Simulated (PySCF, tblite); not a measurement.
# C₇H₁₇NSi: geometry, infrared bands and NMR shifts

Aim: predict the infrared bands and NMR shifts of C₇H₁₇NSi (`C=CN([SiH3])[C@@H](C)C(C)C`).

The runs use tblite 0.8.0 and PySCF 2.14.0, with density-fitted response routines of our own; the level of theory stands in each step. All values are computed, except where a source is named. Atoms are numbered from 0 throughout.

**1. The starting structure**

26 atoms, charge 0, multiplicity 1; geometry from: force field or distance geometry start.

Bonds of the start (Å): C0–C1 1.34, C1–N2 1.39, N2–Si3 1.73, N2–C4 1.51, C4–C5 1.53, C4–C6 1.57, C6–C7 1.53, C6–C8 1.53, C0–H9 1.07, C0–H10 1.08, C1–H11 1.09, Si3–H12 1.48, Si3–H13 1.48, Si3–H14 1.49, C4–H15 1.10, C5–H16 1.09, C5–H17 1.09, C5–H18 1.10, C6–H19 1.10, C7–H20 1.10, C7–H21 1.09, C7–H22 1.09, C8–H23 1.09, C8–H24 1.10, C8–H25 1.10.

**2. Geometry optimisation with GFN2-xTB**

Job settings and geometry (Å):

```
{"job": {"kind": "relax", "xc": "GFN2-xTB", "basis": "xTB"}, "charge": 0, "multiplicity": 1}
C      3.060200     1.212300    -0.060600
C      1.826800     0.782200     0.259700
N      1.093300    -0.302300    -0.211800
Si     1.588700    -1.486500    -1.368200
C     -0.283100    -0.582000     0.354400
C     -0.155100    -0.967900     1.829400
C     -1.259900     0.619500     0.115700
C     -1.413000     0.947900    -1.367200
C     -2.644400     0.338000     0.712000
H      3.659000     0.741200    -0.813700
H      3.468400     2.082500     0.434900
H      1.306400     1.334500     1.046300
H      0.436500    -1.781400    -2.243300
H      2.741200    -1.000300    -2.161000
H      1.947400    -2.707600    -0.601200
H     -0.745300    -1.449400    -0.132700
H     -1.082200    -1.392300     2.214400
H      0.099300    -0.109200     2.456700
H      0.631200    -1.718400     1.979700
H     -0.867500     1.515800     0.621700
H     -2.137000     1.767600    -1.511500
H     -0.473000     1.266400    -1.814100
H     -1.778700     0.083100    -1.917900
H     -2.616200     0.253600     1.800600
H     -3.340000     1.162400     0.480200
H     -3.084000    -0.587000     0.317400
```

The run is started by

```
$ OMP_NUM_THREADS=1 python probes_run.py task.json out
```

The driver reads the jobs from task.json and runs them one after another.

**Question.** This job is followed by: GFN2-xTB harmonic vibrations, gas phase; GIAO PBE0/pcSseg-1 NMR shielding, non-relativistic, gas phase. Predict these results of the whole session: strongest single infrared mode (GFN2-xTB); zero-point energy (GFN2-xTB); ¹³C shifts against TMS (PBE0/pcSseg-1); ¹H shifts against TMS (PBE0/pcSseg-1, means over atoms taken as alike); ¹⁵N shifts against NH3 (PBE0/pcSseg-1); ²⁹Si shifts against TMS (PBE0/pcSseg-1); surface potential, 1st and 99th percentile.

The runs gave:

| quantity | value |
| --- | --- |
| strongest single infrared mode (GFN2-xTB) | 823 cm⁻¹, 409 km/mol |
| zero-point energy (GFN2-xTB) | 138.9 kcal/mol |
| ¹³C shifts against TMS (PBE0/pcSseg-1) | 143.6, 89.1, 67.2, 38.9, 22.9, 22.7, 22.4 ppm |
| ¹H shifts against TMS (PBE0/pcSseg-1, means over atoms taken as alike) | 6.41, 4.69, 4.17, 3.97, 2.43, 1.53, 1.29, 0.91, 0.90 ppm |
| ¹⁵N shifts against NH3 (PBE0/pcSseg-1) | 86.1 ppm |
| ²⁹Si shifts against TMS (PBE0/pcSseg-1) | -50.4 ppm |
| surface potential, 1st and 99th percentile | -0.92 V and 0.90 V |

What this shows: The optimisation took 155 steps and gained 0.264 eV; among the close pairs (by a distance rule), N2–C4 changed most, from 1.514 to 1.456 Å. All 72 modes are real, so the xTB geometry is a minimum. The strongest single mode, at 823 cm⁻¹, moves mainly H12, H13 and H14. Unscaled tight-binding wavenumbers are off by several per cent, some by more. Its intensities can rank the bands wrongly. C1 (alkene carbon bearing nitrogen) lies farthest downfield among carbon, at 143.6 ppm; an sp2 carbon further deshielded by the attached heteroatom. The most deshielded hydrogen is H11 (hydrogen on an alkene carbon bearing nitrogen), at 6.41 ppm: a vinylic proton, deshielded by the sp2 carbon and the C=C anisotropy. At PBE0/pcSseg-1: The largest span, 214 ppm, is at C1, where the paramagnetic term is -211 ppm.
